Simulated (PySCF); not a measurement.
# GeH6O2Si: the cost of one run

Computed with PySCF 2.14.0, with density-fitted response routines of our own, on a single molecule in the gas phase. Atoms count from 0, in the outputs and in this text.

### 1 The molecule as given

10 atoms, charge 0, multiplicity 1; geometry from: GFN2-xTB. The atoms were then displaced at random by about 0.01 Å, so the start is not that level's minimum.

Bonds of the start (Å): O0–Si1 1.65, Si1–O2 1.63, O2–Ge3 1.69, O0–H4 0.92, Si1–H5 1.46, Si1–H6 1.47, Ge3–H7 1.49, Ge3–H8 1.51, Ge3–H9 1.52.

### 2 Geometry optimisation at PBE0-D3(BJ)/def2-SVP

Job settings and geometry (Å):

```
{"job": {"xc": "PBE0", "basis": "def2-SVP", "d3": "d3bj", "grid": 1, "shake": 0.01, "kind": "geom"}, "charge": 0, "multiplicity": 1}
O      1.155630    -1.114940     0.448480
Si     1.283490     0.455240    -0.039330
O     -0.216200     0.876860    -0.533840
Ge    -1.668020     0.004320    -0.592500
H      1.884470    -1.574640     0.770310
H      2.170920     0.568110    -1.194080
H      1.651360     1.321730     1.084280
H     -1.509030    -1.169200    -1.503380
H     -2.639070     1.033620    -1.125940
H     -2.063110    -0.422020     0.812100
```

Command:

```
> OMP_NUM_THREADS=1 python probes_run.py task.json out
```

This one command runs all jobs of the session in turn.

**Question.** How long does this first job take on 1 thread of Arm Neoverse N1, shared host, and how much memory does it need?

About 39 s, with a peak of 0.45 GiB.
